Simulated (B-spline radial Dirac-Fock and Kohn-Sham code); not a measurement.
**An X-ray data sheet for Ge³¹⁺, step by step**

Aim: for Ge³¹⁺, compute its X-ray form factor and Compton profile, the binding energy of each subshell and its photoionisation cross sections.

The numbers are computed with B-spline radial Dirac-Fock and Kohn-Sham code (version 2): a free atom or ion on a radial basis; each step names its model.

### Step 1. The system

The Ge³¹⁺ ion, configuration 1s1.

* nuclear charge: 32
* electrons: 1
* mass number: 74
* nuclear rms radius: 4.0742 fm

### Step 2. Scattering by the electron cloud

Model: Dirac-Fock average of configuration, finite nucleus; form factor of the spherical density, Waller-Hartree incoherent function, impulse-approximation Compton profiles.

Recorded inputs:

```ini
task = scatter
Z = 32
charge = 31
configuration = 1s1
mass_number = 74
rms_radius = 4.0742  # fm
s = [0.0, 0.05, 0.1, 0.15, 0.2, 0.25, 0.3, 0.35, 0.4, 0.45, 0.5, 0.6, 0.7, 0.8, 0.9, 1.0, 1.1, 1.2, 1.4, 1.6, 1.8, 2.0, 2.5, 3.0, 3.5, 4.0, 5.0, 6.0]  # 1/A
pz = [0, 0.1, 0.2, 0.3, 0.4, 0.5, 0.6, 0.8, 1.0, 1.2, 1.4, 1.6, 1.8, 2.0, 2.5, 3.0, 4.0, 5.0, 7.0, 10.0, 15.0, 20.0, 30.0, 40.0, 60.0, 100.0]  # a.u.
photon_energy = [2000, 5000, 8047.8, 17479.3, 20000, 100000, 200000, 1000000]  # eV
```

### Step 3. Hole states by ΔSCF

Model: Dirac-Fock average of configuration, Delta-SCF, finite nucleus, first-order Breit with its frequency dependence, self-energy and vacuum polarisation.

The run's settings:

```ini
task = binding
```

### Step 4. Subshell cross sections

Model: independent-particle photoionisation: Dirac-Hartree-Slater potential of the initial state with a Latter tail for bound and continuum orbitals, all multipoles in the length form, thresholds from Dirac-Fock Delta-SCF.

The run's settings:

```ini
task = photo
photon_energy = [21.22, 40.81, 60, 80, 103.0, 235.0, 260.0, 387.0, 400, 600, 1060.0, 1530.0, 1660.0, 15000, 15800.0, 30000]  # eV
```

Q: Predict the outcome of this session. Wanted: rms radius of the electron cloud; Compton profile at zero; deepest level listed, K; least bound, K.

**Answer**, as computed:

```
                             quantity                      value
     rms radius of the electron cloud                0.0533 bohr
              Compton profile at zero             0.02593 1/a.u.
         deepest level listed, K (1s)                 14119.5 eV
                  least bound, K (1s)                 14119.5 eV
ionisation energy, NIST (theoretical)                 14119.4 eV
                    total at 15000 eV                    5.05 kb
       strongest subshell at 15000 eV  K (1s), 5.05 kb, β = 2.00
```

In words: The cloud is so compact that f stays above half of 1 out to s = 6.00 1/Å. Incoherent scattering outweighs coherent from 100 keV on, among the energies asked. For K (1s), relaxation takes off 3.64e-12 eV, Breit terms shift it by 0.00 and QED by -7.82 eV. NIST's ionisation energy differs by -0.09 eV from the least binding energy. K (1s) leads at 15000 eV with 100 % of the total, and the K shell holds 100 % at 30000 eV. The Hartree-Fock and Dirac-Fock values hold no electron correlation.
